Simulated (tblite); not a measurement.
# C6H12BNO: the cost of one run

Programs: tblite 0.8.0 and PySCF 2.14.0, with density-fitted response routines of our own. Each step states its level of theory. These are calculated values for one molecule in the gas phase, unless marked as measured. Atoms are numbered from 0 throughout.

## 1. Starting geometry

21 atoms, charge 0, multiplicity 1; geometry from: force field or distance geometry start.

Bonds of the start (Å): N0–B1 1.54, B1–C2 1.59, C2–C3 1.49, C3–C4 1.51, C4–C5 1.53, C2–C6 1.51, C6–C7 1.50, C7–O8 1.40, O8–C2 1.39, C5–C3 1.48, N0–H9 1.03, N0–H10 1.02, B1–H11 1.16, C3–H12 1.14, C4–H13 1.12, C4–H14 1.09, C5–H15 1.08, C5–H16 1.12, C6–H17 1.08, C6–H18 1.10, C7–H19 1.11, C7–H20 1.10.

## 2. Geometry optimisation with GFN2-xTB

Job settings and geometry (Å):

```
{"job": {"kind": "relax", "xc": "GFN2-xTB", "basis": "xTB"}, "charge": 0, "multiplicity": 1}
N      1.909100    -2.276000     0.427700
B      1.428600    -0.986000    -0.265500
C      0.016300    -0.461000     0.234600
C      0.103700     0.917700     0.784300
C      0.621000     1.998500    -0.129900
C     -0.803600     2.037500     0.437200
C     -0.980100    -0.674200    -0.885900
C     -1.842800    -0.994700     0.302800
O     -0.694400    -1.350400     1.029400
H      2.414300    -2.911900    -0.202300
H      2.491800    -2.007200     1.224200
H      2.235500    -0.203100    -0.570100
H      0.506200     0.948000     1.852800
H      0.673000     1.772700    -1.227300
H      1.302600     2.776400     0.225700
H     -1.572700     1.958800    -0.310500
H     -0.929800     2.802900     1.247700
H     -1.259700     0.190700    -1.470700
H     -0.779800    -1.586800    -1.475400
H     -2.317700    -0.084600     0.731400
H     -2.530600    -1.850400     0.194000
```

The run is started by

```bash
> OMP_NUM_THREADS=1 python probes_run.py task.json out
```

This one command runs all jobs of the session in turn.

**Question.** How long does this first job take on 1 thread of Arm Neoverse N1, shared host, and how much memory does it need?

About 1.6 s, with a peak of 0.18 GiB.
